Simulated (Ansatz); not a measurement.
# La: how well frozen cores do

Aim: solve La at one geometry with full-potential LAPW, PAW on the default files and datasets made for this crystal, and see where they agree.

Method: DFT LDA, scalar-relativistic, in Ansatz 0.2.0.

## (1) Starting point

The structure is hexagonal, space group P6_3/mmc (No. 194). Conventional cell: a = 3.750 Å, b = 3.750 Å, c = 6.070 Å, α = 90.00°, β = 90.00°, γ = 120.00°. La (site symmetry -6m2) is surrounded by 12 La at 3.73 to 3.75 Å.

Coordinates:

```cif
data_structure
_symmetry_space_group_name_H-M 'P6_3/mmc'
_symmetry_Int_Tables_number 194
_cell_length_a 3.7500
_cell_length_b 3.7500
_cell_length_c 6.0700
_cell_angle_alpha 90.000
_cell_angle_beta 90.000
_cell_angle_gamma 120.000
_cell_volume 73.92
loop_
_atom_site_label
_atom_site_type_symbol
_atom_site_symmetry_multiplicity
_atom_site_Wyckoff_symbol
_atom_site_fract_x
_atom_site_fract_y
_atom_site_fract_z
_atom_site_occupancy
La1 La 2 c 0.33333 0.66667 0.25000 1
```

The file gives the conventional cell by its symmetry; the runs use the cell typed in the input.

Structure: COD 9008503, as refined from experiment and not relaxed.

Atoms are numbered in the order of the input: La1, La2.

## (2) Full-potential LAPW

Input file input.yaml:

```yaml
crystal:
  lattice:
    - [3.7500020507, 0.0, 0.0]
    - [-1.8750010253, 3.2475970401, 0.0]
    - [0.0, 0.0, 6.07]
  atoms:
    - { symbol: La, position: [0.3333333333, 0.6666666667, 0.25] }
    - { symbol: La, position: [0.6666666667, 0.3333333333, 0.75] }
kpoints:
  mp_grid: { grid: [11, 11, 6] }
  band_path:
    path:
      - [0.0, 0.0, 0.0]
      - [0.5, 0.0, 0.0]
      - [0.3333333333, 0.3333333333, 0.0]
      - [0.0, 0.0, 0.0]
      - [0.0, 0.0, 0.5]
      - [0.5, 0.0, 0.5]
      - [0.3333333333, 0.3333333333, 0.5]
      - [0.0, 0.0, 0.5]
      - [0.5, 0.0, 0.5]
    npoints: 14
scf:
  occupations: { method: fermi_dirac, width: 0.05 }
hamiltonian:
  xc: lda
  pseudopotentials: { kind: all_electron, lapw: { basis_error: 0.00025 } }
output:
  forces: true
  stress: true
  eigenvalues: true
  fatbands: true
  populations: true
  dos: { projected: true, de: 0.2, e_range: [-14, 8] }
```

On the command line:

```bash
> ansatz run input.yaml --threads 1 --pin off --max-ram 3072MiB --backend cpu --events-out ev --progress --plain --runs-dir out
```

## (3) PAW on the default files

Edit input.yaml of step 2 so:

```diff
@@ -26,3 +26,3 @@
   xc: lda
-  pseudopotentials: { kind: all_electron, lapw: { basis_error: 0.00025 } }
+  pseudopotentials: { kind: paw }
 output:
@@ -31,4 +31,9 @@
   eigenvalues: true
-  fatbands: true
+  efg: { contact_densities: true }
   populations: true
+  bader: true
   dos: { projected: true, de: 0.2, e_range: [-14, 8] }
+  write_density: true
+  write_potential: true
+  elf: true
+  volumetric_format: npy
```

## (4) Datasets made for this crystal

Edit input.yaml of step 3 so:

```diff
@@ -21,3 +21,3 @@
       - [0.5, 0.0, 0.5]
-    npoints: 14
+    npoints: 8
 scf:
@@ -26,3 +26,3 @@
   xc: lda
-  pseudopotentials: { kind: paw }
+  pseudopotentials: { kind: all_electron, datasets: crystal }
 output:
@@ -32,8 +32 @@
   efg: { contact_densities: true }
-  populations: true
-  bader: true
-  dos: { projected: true, de: 0.2, e_range: [-14, 8] }
-  write_density: true
-  write_potential: true
-  elf: true
-  volumetric_format: npy
```

(Steps that only read results are left out.)

What does the calculation give? Wanted: pressure; gap; Bader charges; highest ELF.

The runs gave:

| quantity | value |
| --- | --- |
| pressure | LAPW -3.00, PAW -3.03, crystal datasets -3.00 GPa |
| gap (LAPW) | none |
| Bader charges (PAW) | La1 +0.00 e |
| highest ELF (PAW) | 0.67, 2.64 Å from La |

**Reading.** The pressure of -3.0 GPa pushes the cell to shrink, with the atoms held in place. Bands cross the Fermi level: the crystal is a metal at this level. Within 0.3 eV of the Fermi level the largest projected share is La 5d (80 %). The projection holds only the free atom's occupied shells (La 6s, La 5p, La 5d, La 4f in this range). The field gradient at La1, the largest by crystal datasets, is 0.91 by PAW and 0.92 by crystal datasets (10²¹ V/m²), within 5 %. No spin–orbit coupling: at heavy atoms the gradients can be off by tens of per cent for that reason. In pressure, PAW differs from LAPW by -0.03 GPa. The price, with the outputs that each input asks for: 24 s for LAPW against 11 s for PAW, about 2.2 to one. Spin-orbit coupling is left out, though the cell holds La; in elements this heavy it can shift bands and gaps by tenths of an eV.
